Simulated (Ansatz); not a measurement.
# Ni2Pt: what a guessed cell relaxes into

Aim: relax a trial structure of Ni2Pt and see where it ends.

Program: Ansatz 0.2.0. Level of theory: DFT PBE, scalar-relativistic, plane waves, PAW. These are calculated values, not measurements.

2 further runs of the same task are left out: 1 that didn't finish, 1 set aside as unsound or not needed.

### Step 1. The starting structure

It takes space group P-3m1 (No. 164, trigonal). Conventional cell: a = 2.602 Å, b = 2.602 Å, c = 12.351 Å, α = 90.00°, β = 90.00°, γ = 120.00°. Around Ni (site symmetry 3m) lie 9 Ni at 2.55 to 2.60 Å and 3 Pt at 2.55 Å. Ni (site symmetry 3m) has 12 Ni at 2.55 to 2.60 Å as nearest neighbours. Pt (site symmetry 3m) has 9 Pt at 2.55 to 2.60 Å and 3 Ni at 2.55 Å as nearest neighbours.

Coordinates:

```
CELL_PARAMETERS angstrom
2.60158 0.00000 0.00000
-1.30079 2.25303 0.00000
0.00000 0.00000 12.35092
ATOMIC_POSITIONS crystal
Ni 0.33333 0.66667 0.75000
Ni 0.33333 0.66667 0.08333
Ni 0.66667 0.33333 0.91667
Ni 0.66667 0.33333 0.25000
Pt 0.33333 0.66667 0.41667
Pt 0.66667 0.33333 0.58333
```

The start is an ordering of an alloy on its end members' structure types: elements ordered on the sites of the Ru type, Ni/Pt on Ru (P-3m1, No. 164).

### Step 2. Probe: one point on a coarse mesh

input.yaml reads:

```yaml
crystal:
  lattice:
    - [2.60157961, 0.0, 0.0]
    - [-1.30078981, 2.25303404, 0.0]
    - [0.0, 0.0, 12.35091668]
  atoms:
    - { symbol: Ni, position: [0.33333333, 0.66666667, 0.75], spin: 2.0 }
    - { symbol: Ni, position: [0.33333333, 0.66666667, 0.08333333], spin: 2.0 }
    - { symbol: Ni, position: [0.66666667, 0.33333333, 0.91666667], spin: 2.0 }
    - { symbol: Ni, position: [0.66666667, 0.33333333, 0.25], spin: 2.0 }
    - { symbol: Pt, position: [0.33333333, 0.66666667, 0.41666667] }
    - { symbol: Pt, position: [0.66666667, 0.33333333, 0.58333333] }
basis:
  ecutwfc: 420
kpoints:
  mp_grid: { grid: [6, 6, 2] }
hamiltonian:
  xc: pbe
scf:
  occupations: { method: gaussian, width: 0.1 }
  lower_state_search: "off"
output:
  forces: true
  stress: true
  eigenvalues: true
  populations: true
magnetization:
  spin_polarized: true
```

Run with:

```sh
$ ansatz run input.yaml --threads 4 --pin off --max-ram 8192MiB --backend cpu --events-out ev --progress --plain --runs-dir out
```

The session goes on with these runs: rough relaxation on the coarse mesh; full relaxation.

What does the calculation give? Wanted: conventional cell; volume; energy over the elements; gap on the mesh; total moment.

The runs gave:

| quantity | value |
| --- | --- |
| symmetry at the end (tolerance 0.05 Å) | space group P-3m1 (No. 164) |
| conventional cell | a = 2.658 Å, b = 2.658 Å, c = 12.653 Å, α = 90.00°, β = 90.00°, γ = 120.00° |
| volume | 12.91 Å³/atom |
| energy over the elements | +0.07 eV/atom |
| gap on the mesh | none (metal) |
| total moment | 3.36 μB/cell |

The space group P-3m1 (No. 164) is kept, and the volume per atom grows by 7.0 % from the first guess. The formation energy is positive, so the separate elements lie lower. No finished test with a distortion of lower symmetry is shown, so the end may be a saddle point. The runs treat Pt without spin-orbit coupling. Other magnetic orders were not searched.
